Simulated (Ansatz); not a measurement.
# Ge6S: the cost of one run

Computed with Ansatz 0.2.0 (DFT PBE, scalar-relativistic, plane waves, PAW, unless a step's input says otherwise).

1 further run of the same task is left out (set aside as unsound or not needed).

## Step 1: The starting structure

Symmetry: Fd-3m, No. 227, cubic system. The conventional cell has a = 5.762 Å, b = 5.762 Å, c = 5.762 Å, α = 90.00°, β = 90.00°, γ = 90.00°. Ge (site symmetry -43m) is surrounded by 4 Ge at 2.49 Å.

Coordinates:

```
CELL_PARAMETERS angstrom
0.00000 2.88079 2.88079
2.88079 0.00000 2.88079
2.88079 2.88079 0.00000
ATOMIC_POSITIONS crystal
Ge 0.50000 0.50000 0.50000
Ge 0.75000 0.75000 0.75000
```

It is the result of an earlier relaxation at this level (volume 23.91 Å³/atom; gap on the mesh: none (metal)).

## Step 5: The grid

Atoms count from 1 in the order of the input.

S is moved over the surface cell; relaxed at each place: the height of the adsorbate's atoms; substrate rigid; the origin of the map has the adsorbate above Ge5.

- position of S7 along the first surface vector, from above Ge5: 6 values from 0.000 to 0.833, periodic
- position of S7 along the second surface vector, from above Ge5: 6 values from 0.000 to 0.833, periodic

Relaxed at each point: the height of the adsorbate's atoms; substrate rigid. Points are written as (first, second).

The two vectors of the plane (Å): (4.074, 0.000, 0.000); (0.000, 5.762, 0.000).

(The set-up runs are not shown.)

## Step 6: The run at (1/6, 0/6) of the map's two axes

Contents of input.yaml:

```yaml
crystal:
  lattice:
    - [4.0740542126, 0.0, 0.0]
    - [0.0, 5.7615827213, 0.0]
    - [0.0, 0.0, 19.5242196736]
  atoms:
    - { symbol: Ge, position: [0.5, 0.0, 0.2048737449] }
    - { symbol: Ge, position: [0.0, 0.25, 0.2048737449] }
    - { symbol: Ge, position: [0.0, 0.5005156572, 0.3087424246] }
    - { symbol: Ge, position: [0.5, 0.7494843428, 0.3087424246] }
    - { symbol: Ge, position: [0.5, 0.0069199665, 0.4109879835] }
    - { symbol: Ge, position: [0.0, 0.2430800335, 0.4109879835] }
    - { symbol: S, position: [0.6666666667, 0.0069199665, 0.5172758666] }
basis:
  ecutwfc: 420
kpoints:
  mp_grid: { grid: [7, 5, 1] }
hamiltonian:
  xc: pbe
  pseudopotentials: { kind: paw, azcp: { folder: soft_1 } }
scf:
  occupations: { method: gaussian, width: 0.1 }
output:
  forces: true
  eigenvalues: true
relax:
  adjacent_minimum: "off"
  f_tol: 0.025
  max_steps: 16
  constraints: [{ sites: [0, 1, 2, 3, 4, 5] }, { sites: [6], fix: xy }]
efield:
  axis: 3
  dipole_correction: true
  ramp_width: 0.04
```

The run is started by

```console
$ ansatz run input.yaml --threads 4 --pin off --max-ram 12288MiB --backend cpu --events-out ev --progress --plain --runs-dir out
```

**Question.** How long does this run take on 4 threads of Intel Xeon Platinum 8259CL at 2.50GHz (Skylake/Cascade Lake), shared host, and how much memory does it need?

About 25 s, with a peak of 1.1 GiB.
